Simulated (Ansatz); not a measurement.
# YBRh3: properties at the relaxed cell

The task here is to estimate one member of a computed series from the others.

Program: Ansatz 0.2.0. Level of theory: DFT PBEsol, scalar-relativistic, plane waves, PAW. These are calculated values, not measurements.

1 further run of the same task is left out (set aside as unsound or not needed).

### The structure to begin with

Symmetry: Pm-3m, No. 221, cubic system. The conventional cell has a = 4.150 Å, b = 4.150 Å, c = 4.150 Å, α = 90.00°, β = 90.00°, γ = 90.00°. Y (site symmetry m-3m) is surrounded by 12 Rh at 2.93 Å. B (site symmetry m-3m) is surrounded by 6 Rh at 2.07 Å. Rh (site symmetry 4/mmm) has 2 B at 2.07 Å as nearest neighbours.

Structure file:

```
CELL_PARAMETERS angstrom
4.14966 0.00000 0.00000
0.00000 4.14966 0.00000
0.00000 0.00000 4.14966
ATOMIC_POSITIONS crystal
Y 0.00000 0.00000 0.00000
B 0.50000 0.50000 0.50000
Rh 0.00000 0.50000 0.50000
Rh 0.50000 0.00000 0.50000
Rh 0.50000 0.50000 0.00000
```

This cell was relaxed beforehand with the same method: volume 14.29 Å³/atom, gap on the mesh none (metal).

The first run:

input.yaml

```yaml
crystal:
  lattice:
    - [4.1496642297, 0.0, 0.0]
    - [0.0, 4.1496642297, 0.0]
    - [0.0, 0.0, 4.1496642297]
  atoms:
    - { symbol: "Y", position: [0.0, 0.0, 0.0] }
    - { symbol: B, position: [0.5, 0.5, 0.5] }
    - { symbol: Rh, position: [0.0, 0.5, 0.5] }
    - { symbol: Rh, position: [0.5, 0.0, 0.5] }
    - { symbol: Rh, position: [0.5, 0.5, 0.0] }
basis:
  ecutwfc: 420
kpoints:
  mp_grid: { grid: [8, 8, 8] }
  band_path:
    path:
      - [[0.0, 0.0, 0.0], [0.0, 0.5, 0.0], [0.5, 0.5, 0.0], [0.0, 0.0, 0.0], [0.5, 0.5, 0.5], [0.0, 0.5, 0.0]]
      - [[0.5, 0.5, 0.5], [0.5, 0.5, 0.0]]
    npoints: 14
hamiltonian:
  xc: pbesol
scf:
  occupations: { method: gaussian, width: 0.1 }
  n_extra_bands: 12
output:
  forces: true
  stress: true
  eigenvalues: true
  populations: true
  dos: { projected: true, de: 0.02, nscf_kmesh: { grid: [12, 12, 12] } }
  bader: true
  write_density: true
  write_potential: true
  elf: true
  volumetric_format: npy
```

Run with:

```console
$ ansatz run input.yaml --threads 1 --pin off --max-ram 2560MiB --backend cpu --events-out ev --progress --plain --runs-dir out
```

Among the steps run: Bands, states and charges; Back to the database's cell; The cell scaled to 0.97 of its volume; Volume × 1.03; Point at V/V0 = 0.94; Point at V/V0 = 1.06; The cell scaled to 0.91 of its volume; Point at V/V0 = 1.10; Point at V/V0 = 0.88.

One table of the session follows, with a row left open; its other results are not shown here.

It belongs to the step «Fit of the equation of state». 

```
volume (Å³/atom)  energy above the lowest point (meV/atom)  pressure (GPa)
          12.576                                     163.4           34.43
          13.005                                      86.3           23.54
          13.434                                      36.0           14.35
          13.862                                       8.4            6.57
          14.291                                       0.0           -0.02
          14.720                                         ?               ?
          15.149                                      29.4          -10.32
          15.720                                      75.9          -15.50
```

**Question.** Estimate the row for volume (Å³/atom) = 14.720.

Worked estimate for «energy above the lowest point (meV/atom)». A straight line through the neighbours (14.291, 0.0) and (15.149, 29.4) gives 0.0 + (29.4 − 0.0) × (14.720 − 14.291) / (15.149 − 14.291) = 14.7; a parabola fitted to 4 rows on both sides gives 8.1.

As computed: energy above the lowest point (meV/atom): 7.8; pressure (GPa): -5.59. In «energy above the lowest point (meV/atom)» the line misses by +6.9 and the parabola by +0.3.
